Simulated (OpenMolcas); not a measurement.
**Cr²⁺ among point charges: CASSCF levels and susceptibility**

How does a field of 5 point charges split the states of Cr²⁺, and what χT follows?

Program: OpenMolcas 26.06. Level of theory: state-averaged CASSCF, spin-orbit coupling by RASSI with atomic mean-field integrals. These are calculated values, not measurements, unless marked.

1 further run of the same task is left out (it didn't finish).

### Step 1. What is computed

| Quantity | Value |
| --- | --- |
| Species | Cr²⁺ (chromium, Z = 24, 22 electrons) |
| Basis | ANO-RCC-VDZP [5s4p2d1f], 34 functions |
| Scalar Hamiltonian | DKH2, point nucleus |
| Inactive shells | 1s 2s 2p 3s 3p |
| Active space | 4 electrons in 5 orbitals (3d) |
| Some configurations of this space | 3d⁴ |
| Orbitals | optimised for each spin and parity, averaged over all roots |

Outer shells as boxes (Hund's rule):

3d4
```
3d [↑ ][↑ ][↑ ][↑ ][  ]
```

The ion sits among 5 point charges of -2.6 e arranged as a trigonal bipyramid (D3h), 1.63 Å from the ion, with the axial distance 1.777 Å. The active orbitals were held to one l.

Each step is its own input file, run in one work folder so that later steps find the files of earlier ones. Labels, J, g values, rates, χT and fits are worked out afterwards by a script from the matrices that RASSI stores.

### Step 2. One- and two-electron integrals

The input, a.inp:

```
&GATEWAY
Coord
1

Cr 0.0 0.0 0.0
Basis=ANO-RCC-VDZP
Group=NoSym
NoMove
AngMom=0.0 0.0 0.0
AMFI
XField
5 Angstrom 0
1.630000 0.000000 0.000000 -2.600000
-0.815000 1.411621 0.000000 -2.600000
-0.815000 -1.411621 0.000000 -2.600000
0.000000 0.000000 1.776700 -2.600000
0.000000 0.000000 -1.776700 -2.600000
&SEWARD
```

Command:

```console
$ OMP_NUM_THREADS=1 MOLCAS_MEM=1689 MOLCAS_PROJECT=a pymolcas a.inp > a.log
```

Log:

```text
Basis set label: CR.ANO-RCC...5S4P2D1F.

      Electronic valence basis set:
      ------------------
      Associated Effective Charge  24.000000 au
      Associated Actual Charge     24.000000 au
      Nuclear Model: Point charge

      Shell  nPrim  nBasis  Cartesian Spherical Contaminant
         s      21       5        X
         p      15       4        X
         d      10       2                 X
         f       6       1                 X
                  Relativistic Douglas-Kroll-Hess integrals:
                    - DKH order of Hamiltonian: 2
                    - DKH order of Properties : 0
                  Atomic mean-field integrals
```

### Step 3. CASSCF: quintets, 5 roots

The input, a.inp:

```
&RASSCF
FileOrb=start.orb
Symmetry=1
Spin=5
nActEl=4 0 0
Inactive=9
Ras2=5
CIRoot=5 5 1
SDav=5
CIMx=300
Iter=120 100
PrWF=0.3
OrbListing=Nothing
MaxOrb=0
SupSym
1
10 10 11 12 13 14 23 24 25 26 27
>>> COPY $Project.JobIph JOB001
```

start.orb holds the contracted functions of the basis, ordered by shell, or the orbitals of the step before.

Log:

```text
Wave function specifications:
      -----------------------------

      Number of closed shell electrons          18
      Number of electrons in active shells       4
      Max number of holes in RAS1 space          0
      Max nr of electrons in RAS3 space          0
      Number of inactive orbitals                9
      Number of active orbitals                  5
      Number of secondary orbitals              20
      Spin quantum number                      2.0
      State symmetry                             1
Orbital specifications:
      -----------------------

      Symmetry species                           1
                                                 a
      Frozen orbitals                            0
      Inactive orbitals                          9
      Active orbitals                            5
      RAS1 orbitals                              0
      RAS2 orbitals                              5
      RAS3 orbitals                              0
      Secondary orbitals                        20
      Deleted orbitals                           0
      Number of basis functions                 34
      Number of CSFs                             5
      Number of root(s) required                 5
      Iter CI   SX   CI       RASSCF       Energy    max ROT     max BLB   max BLB  Level Ln srch  Step   QN
          iter iter root      energy       change     param      element    value   shift minimum  type update
 Nr of preliminary CI iterations:   1
      Total energies have been shifted. Add                -1000.00 au
        1   1    8    0   -57.03263106    0.00E+00   1.74E-01*   9  22 1 -1.73E-01*  0.00   0.00    SX    NO
        2   1    8    0   -57.06331689   -3.07E-02*  1.09E-01*   7  20 1  1.46E-01*  0.00   0.00    SX    NO
        3   1    8    0   -57.06730962   -3.99E-03*  7.66E-02    9  22 1 -1.27E-01*  0.00   0.00    SX    NO
        4   1    8    0   -57.07305731   -5.75E-03* -6.84E-02    7  20 1  1.09E-01*  0.00   0.00    SX    NO
        5   1    8    0   -57.07474420   -1.69E-03* -2.87E-02    9  22 1 -9.54E-02*  0.00   0.52    LS   YES
        6   1    7    0   -57.08438035   -9.64E-03* -5.19E-03    9  22 1 -9.12E-03*  0.00   1.14    QN   YES
        7   1    6    0   -57.08453653   -1.56E-04*  1.95E-04    7  20 1  8.61E-04*  0.00   0.96    QN   YES
        8   1    4    0   -57.08453699   -4.61E-07*  2.96E-05    6  16 1  8.49E-05   0.00   1.06    QN   YES
        9   1    4    0   -57.08453699   -6.30E-09  -4.43E-06    6  16 1  6.26E-06   0.00   1.10    QN   YES
      Convergence after  9 iterations
       10   1    4    0   -57.08453699   -8.62E-11  -4.43E-06   13  26 1  2.99E-07   0.00   1.10    QN   YES
      Natural orbitals and occupation numbers for root  1
      sym 1:   1.000000   1.000000   0.000000   1.000000   1.000000
      Natural orbitals and occupation numbers for root  2
      sym 1:  -0.000000   1.000000   1.000000   1.000000   1.000000
      Natural orbitals and occupation numbers for root  3
      sym 1:   1.000000   1.000000   1.000000   1.000000  -0.000000
::    RASSCF root number  1 Total energy:  -1057.12965574
::    RASSCF root number  2 Total energy:  -1057.09299614
::    RASSCF root number  3 Total energy:  -1057.09299610
::    RASSCF root number  4 Total energy:  -1057.05351849
::    RASSCF root number  5 Total energy:  -1057.05351849
```

### Step 4. Reference wave functions, triplets, 45 roots

The input, a.inp:

```
&RASSCF
FileOrb=start.orb
Symmetry=1
Spin=3
nActEl=4 0 0
Inactive=9
Ras2=5
CIRoot=45 45 1
SDav=45
CIMx=300
Iter=120 100
PrWF=0.3
OrbListing=Nothing
MaxOrb=0
SupSym
1
10 10 11 12 13 14 23 24 25 26 27
>>> COPY $Project.JobIph JOB002
```

Log:

```text
Wave function specifications:
      -----------------------------

      Number of closed shell electrons          18
      Number of electrons in active shells       4
      Max number of holes in RAS1 space          0
      Max nr of electrons in RAS3 space          0
      Number of inactive orbitals                9
      Number of active orbitals                  5
      Number of secondary orbitals              20
      Spin quantum number                      1.0
      State symmetry                             1
Orbital specifications:
      -----------------------

      Symmetry species                           1
                                                 a
      Frozen orbitals                            0
      Inactive orbitals                          9
      Active orbitals                            5
      RAS1 orbitals                              0
      RAS2 orbitals                              5
      RAS3 orbitals                              0
      Secondary orbitals                        20
      Deleted orbitals                           0
      Number of basis functions                 34
      Number of CSFs                            45
      Number of root(s) required                45
      Iter CI   SX   CI       RASSCF       Energy    max ROT     max BLB   max BLB  Level Ln srch  Step   QN
          iter iter root      energy       change     param      element    value   shift minimum  type update
 Nr of preliminary CI iterations:   1
      Total energies have been shifted. Add                -1000.00 au
        1   1    4    0   -56.95384630    0.00E+00  -2.42E-02   14  27 1 -1.83E-02*  0.00   0.00    SX    NO
        2   1    7    0   -56.95461344   -7.67E-04* -1.58E-02    7  20 1 -2.80E-02*  0.00   0.00    SX    NO
        3   1    7    0   -56.95473339   -1.20E-04*  1.53E-02    9  22 1  2.14E-02*  0.00   0.00    SX    NO
        4   1    7    0   -56.95480117   -6.78E-05* -1.39E-02    9  22 1 -2.05E-02*  0.00   0.00    SX    NO
        5   1    7    0   -56.95487356   -7.24E-05* -6.48E-03    9  22 1  1.88E-02*  0.00   0.52    LS   YES
        6   1    6    0   -56.95524452   -3.71E-04* -1.72E-04    9  22 1  5.21E-04*  0.00   1.03    QN   YES
        7   1    4    0   -56.95524479   -2.71E-07*  2.72E-06    6  15 1  4.40E-06   0.00   1.01    QN   YES
        8   1    3    0   -56.95524479   -5.59E-11  -2.97E-07    6  16 1 -1.16E-06   0.00   1.11    QN   YES
      Convergence after  8 iterations
        9   1    3    0   -56.95524479   -1.59E-12  -2.97E-07    8  21 1 -1.12E-07   0.00   1.11    QN   YES
      Natural orbitals and occupation numbers for root  1
      sym 1:   0.554575   1.442070   0.006711   1.442060   0.554585
      Natural orbitals and occupation numbers for root  2
      sym 1:   0.554575   1.442060   0.006711   1.442070   0.554584
      Natural orbitals and occupation numbers for root  3
      sym 1:   0.489924   1.506038   0.521824   1.464043   0.018170
::    RASSCF root number  1 Total energy:  -1057.07597538
::    RASSCF root number  2 Total energy:  -1057.07597538
::    RASSCF root number  3 Total energy:  -1057.07228395
::    RASSCF root number  4 Total energy:  -1057.07228395
::    RASSCF root number  5 Total energy:  -1057.04046322
::    RASSCF root number  6 Total energy:  -1057.04046322
::    RASSCF root number  7 Total energy:  -1057.03431502
::    RASSCF root number  8 Total energy:  -1057.03431501
::    RASSCF root number  9 Total energy:  -1057.03086788
::    RASSCF root number 10 Total energy:  -1057.02005116
::    RASSCF root number 11 Total energy:  -1057.01926344
::    RASSCF root number 12 Total energy:  -1057.00110914
::    RASSCF root number 13 Total energy:  -1057.00110910
::    RASSCF root number 14 Total energy:  -1056.99851311
::    RASSCF root number 15 Total energy:  -1056.99851311
::    RASSCF root number 16 Total energy:  -1056.99245826
::    RASSCF root number 17 Total energy:  -1056.99245826
::    RASSCF root number 18 Total energy:  -1056.97075770
::    RASSCF root number 19 Total energy:  -1056.97039944
::    RASSCF root number 20 Total energy:  -1056.97039940
::    RASSCF root number 21 Total energy:  -1056.96843719
::    RASSCF root number 22 Total energy:  -1056.96843719
::    RASSCF root number 23 Total energy:  -1056.96274269
::    RASSCF root number 24 Total energy:  -1056.96274269
::    RASSCF root number 25 Total energy:  -1056.96171966
::    RASSCF root number 26 Total energy:  -1056.96171966
::    RASSCF root number 27 Total energy:  -1056.94513868
::    RASSCF root number 28 Total energy:  -1056.94513867
::    RASSCF root number 29 Total energy:  -1056.94264604
::    RASSCF root number 30 Total energy:  -1056.94264603
```

### Step 5. CASSCF: singlets, 50 roots

The input, a.inp:

```
&RASSCF
FileOrb=start.orb
Symmetry=1
Spin=1
nActEl=4 0 0
Inactive=9
Ras2=5
CIRoot=50 50 1
SDav=50
CIMx=300
Iter=120 100
PrWF=0.3
OrbListing=Nothing
MaxOrb=0
SupSym
1
10 10 11 12 13 14 23 24 25 26 27
>>> COPY $Project.JobIph JOB003
```

Log:

```text
Wave function specifications:
      -----------------------------

      Number of closed shell electrons          18
      Number of electrons in active shells       4
      Max number of holes in RAS1 space          0
      Max nr of electrons in RAS3 space          0
      Number of inactive orbitals                9
      Number of active orbitals                  5
      Number of secondary orbitals              20
      Spin quantum number                      0.0
      State symmetry                             1
Orbital specifications:
      -----------------------

      Symmetry species                           1
                                                 a
      Frozen orbitals                            0
      Inactive orbitals                          9
      Active orbitals                            5
      RAS1 orbitals                              0
      RAS2 orbitals                              5
      RAS3 orbitals                              0
      Secondary orbitals                        20
      Deleted orbitals                           0
      Number of basis functions                 34
      Number of CSFs                            50
      Number of root(s) required                50
      Iter CI   SX   CI       RASSCF       Energy    max ROT     max BLB   max BLB  Level Ln srch  Step   QN
          iter iter root      energy       change     param      element    value   shift minimum  type update
 Nr of preliminary CI iterations:   1
      Total energies have been shifted. Add                -1000.00 au
        1   1    4    0   -56.89128634    0.00E+00   9.29E-03   10  23 1 -7.15E-03*  0.00   0.00    SX    NO
        2   1    7    0   -56.89146857   -1.82E-04* -7.62E-03    7  20 1 -1.37E-02*  0.00   0.00    SX    NO
        3   1    7    0   -56.89149283   -2.43E-05*  7.45E-03    9  22 1  1.06E-02*  0.00   0.00    SX    NO
        4   1    7    0   -56.89150793   -1.51E-05* -6.89E-03    9  22 1 -1.03E-02*  0.00   0.00    SX    NO
        5   1    7    0   -56.89152289   -1.50E-05*  3.28E-03    9  22 1  9.58E-03*  0.00   0.52    LS   YES
        6   1    5    0   -56.89162125   -9.84E-05* -4.87E-05    9  22 1  1.20E-04*  0.00   1.01    QN   YES
        7   1    4    0   -56.89162127   -2.03E-08*  1.27E-06    6  16 1 -5.73E-06   0.00   1.01    QN   YES
        8   1    3    0   -56.89162127   -3.48E-11  -2.08E-07    6  16 1 -1.23E-06   0.00   1.16    QN   YES
      Convergence after  8 iterations
        9   1    3    0   -56.89162127    9.09E-13  -2.08E-07    7  17 1  1.99E-08   0.00   1.16    QN   YES
      Natural orbitals and occupation numbers for root  1
      sym 1:   0.205187   0.205186   0.007335   1.791146   1.791146
      Natural orbitals and occupation numbers for root  2
      sym 1:   0.509823   0.509820   0.019061   1.480647   1.480649
      Natural orbitals and occupation numbers for root  3
      sym 1:   0.509823   0.509820   0.019061   1.480649   1.480646
::    RASSCF root number  1 Total energy:  -1057.04916356
::    RASSCF root number  2 Total energy:  -1057.03576963
::    RASSCF root number  3 Total energy:  -1057.03576963
::    RASSCF root number  4 Total energy:  -1057.02315559
::    RASSCF root number  5 Total energy:  -1057.02315558
::    RASSCF root number  6 Total energy:  -1057.00823101
::    RASSCF root number  7 Total energy:  -1057.00823101
::    RASSCF root number  8 Total energy:  -1056.98939313
::    RASSCF root number  9 Total energy:  -1056.98939308
::    RASSCF root number 10 Total energy:  -1056.98240810
::    RASSCF root number 11 Total energy:  -1056.98240810
::    RASSCF root number 12 Total energy:  -1056.98204654
::    RASSCF root number 13 Total energy:  -1056.98023430
::    RASSCF root number 14 Total energy:  -1056.98023425
::    RASSCF root number 15 Total energy:  -1056.95015715
::    RASSCF root number 16 Total energy:  -1056.93856316
::    RASSCF root number 17 Total energy:  -1056.93856311
::    RASSCF root number 18 Total energy:  -1056.93718878
::    RASSCF root number 19 Total energy:  -1056.93718877
::    RASSCF root number 20 Total energy:  -1056.92718664
::    RASSCF root number 21 Total energy:  -1056.92718664
::    RASSCF root number 22 Total energy:  -1056.91707972
::    RASSCF root number 23 Total energy:  -1056.91707972
::    RASSCF root number 24 Total energy:  -1056.90331793
::    RASSCF root number 25 Total energy:  -1056.90133868
::    RASSCF root number 26 Total energy:  -1056.90133868
::    RASSCF root number 27 Total energy:  -1056.89578871
::    RASSCF root number 28 Total energy:  -1056.89578871
::    RASSCF root number 29 Total energy:  -1056.88937825
::    RASSCF root number 30 Total energy:  -1056.88937825
```

[end of part 1 of 2]
